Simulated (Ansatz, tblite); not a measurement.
**The cluster Sn2F5−: a ladder of methods and basis sets**

Aim: run the singlet of the cluster Sn2F5− at one geometry on many levels, and compare frontier levels, spin and run time.

Method: as each input shows; program: Ansatz 0.2.0, Gaussian basis.

The runs, in order: GFN1-xTB, GFN2-xTB, PBE-D4/def2-TZVPD, r2SCAN-D4/def2-TZVPD, r2SCAN0-D4/def2-TZVPD, CAM-B3LYP-D4/def2-TZVPD, ωB97M-V/def2-TZVPD, CCSD(T)/def2-SVPD, MP2/def2-TZVPD.

6 further runs of the same task are left out: 6 set aside as unsound or not needed.

## (1) The geometry

The geometry is that of the singlet, from an earlier relaxation (B3LYP-D4/def2-SVPD). At that level it is the lowest of the isomers that a small search found.

7 atoms, charge -1, spin multiplicity 1.

Bond lengths: Sn1–F3 2.037 Å, Sn1–F4 2.036 Å, Sn1–F6 2.185 Å, Sn2–F5 2.036 Å, Sn2–F6 2.185 Å, Sn2–F7 2.037 Å. Angles: F3–Sn1–F4 95.3°, F3–Sn1–F6 85.0°, F4–Sn1–F6 91.9°, F5–Sn2–F6 91.9°, F5–Sn2–F7 95.3°, F6–Sn2–F7 85.0°, Sn1–F6–Sn2 115.2°.

Sn takes a core potential in the def2 sets. No spin-orbit coupling is included. The ion is computed in the gas phase, without counter-ions or solvent.

PBE0-D4/def2-TZVPD was run before; its log isn't repeated, and its numbers join the tables.

## (2) GFN1-xTB

Tight binding, by tblite at 300 K electronic temperature and without a spin-polarisation term:

```python
tblite.interface.Calculator('GFN1-xTB', numbers, positions, charge=-1, uhf=0).singlepoint()
```

Energy -849.6161 eV, HOMO -7.60 eV, LUMO -1.71 eV; 0.005 s.

## (3) GFN2-xTB

Tight binding, by tblite at 300 K electronic temperature and without a spin-polarisation term:

```python
tblite.interface.Calculator('GFN2-xTB', numbers, positions, charge=-1, uhf=0).singlepoint()
```

Energy -774.9724 eV, HOMO -7.34 eV, LUMO -1.11 eV; 0.004 s.

## (4) PBE-D4/def2-TZVPD

start.molden holds the orbitals of an earlier run on this state, given as this run's starting guess.

Input file in.yaml:

```yaml
crystal:
  periodic: [false, false, false]
  atoms:
    - {symbol: Sn, position_ang: [1.225582, 0.041395, -1.393762]}
    - {symbol: Sn, position_ang: [-1.090769, -0.409630, 1.442822]}
    - {symbol: F, position_ang: [2.002588, -0.670929, 0.348976]}
    - {symbol: F, position_ang: [2.296677, 1.773020, -1.382690]}
    - {symbol: F, position_ang: [-3.006498, 0.198880, 1.117279]}
    - {symbol: F, position_ang: [-0.328230, 0.907110, -0.125467]}
    - {symbol: F, position_ang: [-1.099360, -1.839855, -0.007158]}
basis:
  gaussian: {orbitals: def2-TZVPD, initial_orbitals: start.molden}
total_charge: -1
hamiltonian: {xc: pbe, dispersion: d4}
scf: {omitted_lower_state_checks: [starts]}
output: {forces: true, orbitals: {seedname: orbitals}}
```

The run is started by

```
ansatz run in.yaml --threads 4 --pin off --events-out ev --progress --plain --max-ram 8704MiB
```

After this run come: r2SCAN-D4/def2-TZVPD; r2SCAN0-D4/def2-TZVPD; CAM-B3LYP-D4/def2-TZVPD; ωB97M-V/def2-TZVPD; CCSD(T)/def2-SVPD; MP2/def2-TZVPD.

Before running them: what should the planned runs give, taken together? Wanted: gap in def2-TZVPD, named functionals, smallest and largest; correlation energy, CCSD(T)/def2-SVPD; correlation energy, MP2/def2-TZVPD.

The runs gave:

```
                                                  quantity                                value
gap in def2-TZVPD, named functionals, smallest and largest  4.37 eV (PBE-D4), 9.40 eV (ωB97M-V)
                     correlation energy, CCSD(T)/def2-SVPD                            -34.83 eV
                        correlation energy, MP2/def2-TZVPD                            -52.44 eV
```

Orbital gaps of the named functionals in def2-TZVPD span 4.37 eV (PBE-D4) to 9.40 eV (ωB97M-V); exact exchange widens it.
